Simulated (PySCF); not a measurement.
# C2H2NSe2: the cost of one run

Computed with PySCF 2.14.0 and routines of our own; the level stands in each step. Atoms count from 0.

### Step 1. The system as given

7 atoms, charge -1, multiplicity 1; geometry from: GFN2-xTB.

### Step 2. Geometry optimisation at PBE0-D3(BJ)/def2-SVP

What the job is given:

```
{"job": {"xc": "PBE0", "basis": "def2-SVP", "d3": "d3bj", "grid": 1, "kind": "geom"}, "charge": -1, "multiplicity": 1}
N      2.428147    -1.175342     0.833911
C      1.723230    -0.784255     0.008533
Se     0.623022    -0.172571    -1.278533
C     -0.871882     0.395724     0.010990
Se    -2.395520     1.161957    -0.807130
H     -1.124563    -0.528260     0.531576
H     -0.379101     1.107651     0.673574
```

Started as:

```
OMP_NUM_THREADS=1 python excited_run.py task.json out
```

This one command runs all jobs of the session in turn.

Q: Estimate the wall time and peak memory of this first job on 1 thread of Arm Neoverse V2, shared host.

About 33 s, with a peak of 0.6 GiB.
